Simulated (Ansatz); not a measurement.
# Cl2FeH8O4: the cost of one run

Program: Ansatz 0.2.0. Level of theory: the levels named in each step. These are calculated values, not measurements.

### 1 The structure to begin with

Bond lengths: Cl5–Fe7 2.201 Å, Cl6–Fe7 2.269 Å, O1–H8 0.963 Å, O1–H9 0.966 Å, O2–H10 0.966 Å, O2–H11 0.961 Å, O3–H12 0.966 Å, O3–H13 0.963 Å, O4–H14 0.961 Å, O4–H15 0.967 Å. Angles: Cl5–Fe7–Cl6 123.6°, H8–O1–H9 106.8°, H10–O2–H11 106.4°, H12–O3–H13 106.0°, H14–O4–H15 107.3°.

Coordinates:

```xyz
15

O    -2.2028   -0.7641   -0.3929
O    -0.8716    2.1637    0.8658
O     2.0802    1.3576   -0.4560
O    -0.3745    1.3841   -1.9697
Cl   -0.1401   -0.5368    2.2576
Cl    0.6716   -1.5073   -1.4722
Fe    0.1088   -0.0086    0.1356
H    -2.5096   -1.0955    0.4578
H    -1.9759   -1.5351   -0.9283
H    -1.0809    1.8104    1.7396
H    -0.1240    2.7556    0.9842
H     1.6403    1.8232   -1.1787
H     2.6766    0.7255   -0.8710
H    -1.3076    1.5846   -1.8602
H    -0.3150    0.5681   -2.4844
```

### 2 A rough first relaxation, PBE-D4/def2-SVP

This run stands in another session on the same molecule. It ended at:

```xyz
15

O    -2.0342   -0.7646   -0.5679
O    -0.5106    2.3297    1.0403
O     1.7527    1.3607   -0.4194
O    -0.5400    1.2684   -2.0079
Cl   -0.7095   -0.4194    2.1704
Cl    0.7997   -1.3042   -1.5068
Fe   -0.1787    0.3508    0.0559
H    -2.1880   -1.0476    0.3645
H    -1.4682   -1.4831   -0.9432
H    -0.8086    1.8296    1.8430
H     0.4047    2.5892    1.2714
H     1.4307    1.8899   -1.1807
H     2.0539    0.5196   -0.8506
H    -1.5134    1.2135   -2.0798
H    -0.2150    0.3931   -2.3619
```

### 3 Relaxation, HF/STO-3G

Input file input.yaml:

```yaml
crystal:
  periodic: [false, false, false]
  atoms:
    - { symbol: O, position_ang: [-2.03419723, -0.76463572, -0.56787295] }
    - { symbol: O, position_ang: [-0.51060221, 2.3296588, 1.04026537] }
    - { symbol: O, position_ang: [1.75268011, 1.36065072, -0.41935385] }
    - { symbol: O, position_ang: [-0.54003477, 1.26841072, -2.00788339] }
    - { symbol: Cl, position_ang: [-0.70951422, -0.41943433, 2.17035314] }
    - { symbol: Cl, position_ang: [0.79968482, -1.3042298, -1.50682123] }
    - { symbol: Fe, position_ang: [-0.17866233, 0.35083222, 0.0558921] }
    - { symbol: H, position_ang: [-2.18804919, -1.04761239, 0.3645195] }
    - { symbol: H, position_ang: [-1.46817198, -1.48306874, -0.9432449] }
    - { symbol: H, position_ang: [-0.80860298, 1.82958178, 1.84302345] }
    - { symbol: H, position_ang: [0.40473206, 2.58917701, 1.27144596] }
    - { symbol: H, position_ang: [1.43071447, 1.88991854, -1.18069183] }
    - { symbol: H, position_ang: [2.0539166, 0.51959196, -0.85060015] }
    - { symbol: H, position_ang: [-1.5133959, 1.21347925, -2.07980352] }
    - { symbol: H, position_ang: [-0.21498724, 0.39312998, -2.3619477] }
magnetization:
  spin_polarized: true
  initial_magnetization: 4
basis:
  gaussian: { orbitals: STO-3G }
hamiltonian:
  xc: hf
relax:
  f_tol: 0.004
  max_steps: 150
```

Command:

```bash
$ ansatz run input.yaml --threads 4 --pin off --max-ram 10240MiB --backend cpu --events-out ev --progress --plain --runs-dir out
```

**Question.** How long does this run take on 4 threads of Intel Xeon at 2.70GHz, shared host, and how much memory does it need?

About 71 s, with a peak of 0.26 GiB.
